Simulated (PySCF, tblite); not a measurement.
**C4H11FSeSi2: geometry, infrared bands and NMR shifts**

What infrared bands and NMR shifts should C4H11FSeSi2 (`C=C[Si@@H](CC)[Se][SiH2]F`) show?

Programs: tblite 0.8.0 and PySCF 2.14.0, with density-fitted response routines of our own. Each step states its level of theory. These are calculated values for one molecule in the gas phase, unless marked as measured. Atoms are numbered from 0 throughout.

### 1 Starting geometry

19 atoms, charge 0, multiplicity 1; geometry from: force field or distance geometry start.

Bonds of the start (Å): C0–C1 1.32, C1–Si2 1.84, Si2–C3 1.89, C3–C4 1.53, Si2–Se5 2.27, Se5–Si6 2.28, Si6–F7 1.69, C0–H8 1.09, C0–H9 1.08, C1–H10 1.10, Si2–H11 1.47, C3–H12 1.10, C3–H13 1.11, C4–H14 1.10, C4–H15 1.12, C4–H16 1.11, Si6–H17 1.48, Si6–H18 1.47.

### 2 Geometry optimisation with GFN2-xTB

The job: settings as JSON, then the geometry in Å.

```
{"job": {"kind": "relax", "xc": "GFN2-xTB", "basis": "xTB"}, "charge": 0, "multiplicity": 1}
C     -0.290200     1.775100     1.388000
C     -0.119000     0.464900     1.296900
Si     0.144300    -0.375000    -0.321900
C     -1.367500    -0.095000    -1.422600
C     -2.615700    -0.710800    -0.778800
Se     1.969500     0.493700    -1.365600
Si     3.356500    -0.397500     0.214200
F      3.107500     0.373500     1.701100
H     -0.436000     2.242700     2.358500
H     -0.313300     2.397800     0.502700
H     -0.107500    -0.143700     2.207300
H      0.320800    -1.817500    -0.113100
H     -1.520300     0.989300    -1.551600
H     -1.176600    -0.576100    -2.403900
H     -2.484100    -1.793300    -0.635900
H     -2.832400    -0.226300     0.203700
H     -3.482100    -0.543300    -1.455200
H      3.083000    -1.844700     0.357000
H      4.753300    -0.204500    -0.188400
```

Run with:

```console
> OMP_NUM_THREADS=1 python probes_run.py task.json out
```

One launch serves the whole session: the jobs run in the order shown.

**Question.** This job is followed by: GFN2-xTB harmonic vibrations, gas phase; GIAO PBE0/pcSseg-1 NMR shielding, non-relativistic, gas phase. What will the session give for the following? strongest single infrared mode (GFN2-xTB); zero-point energy (GFN2-xTB); 13C shifts against TMS (PBE0/pcSseg-1); 1H shifts against TMS (PBE0/pcSseg-1, means over atoms taken as alike); 29Si shifts against TMS (PBE0/pcSseg-1); 77Se shifts against Me2Se (PBE0/pcSseg-1); 19F shifts against CFCl3 (PBE0/pcSseg-1).

**Answer**, as computed:

| quantity | value |
| --- | --- |
| strongest single infrared mode (GFN2-xTB) | 749 cm⁻¹, 335 km/mol |
| zero-point energy (GFN2-xTB) | 85.0 kcal/mol |
| 13C shifts against TMS (PBE0/pcSseg-1) | 145.8, 141.2, 14.3, 10.0 ppm |
| 1H shifts against TMS (PBE0/pcSseg-1, means over atoms taken as alike) | 6.75, 6.74, 6.73, 5.94, 5.92, 5.46, 1.21, 1.14, 1.04 ppm |
| 29Si shifts against TMS (PBE0/pcSseg-1) | 16.2, 0.4 ppm |
| 77Se shifts against Me2Se (PBE0/pcSseg-1) | -558 ppm |
| 19F shifts against CFCl3 (PBE0/pcSseg-1) | -211.1 ppm |

Relaxing lowered the energy by 0.350 eV in 203 steps; the close pair that moved most is Si6–F7, from 1.693 to 1.609 Å. All 51 modes are real, so the xTB geometry is a minimum. The strongest single mode, at 749 cm⁻¹, moves mainly H18 and H17. Unscaled tight-binding wavenumbers are off by several per cent, some by more. Its intensities can rank the bands wrongly. The most deshielded carbon is C0 (terminal =CH2 carbon), at 145.8 ppm: the olefinic region. At PBE0/pcSseg-1: The widest tensor belongs to Se5: span 678 ppm, with a paramagnetic part of -692 ppm. Spin-orbit coupling is left out, which matters for shieldings and couplings at and beside the heavy atoms.
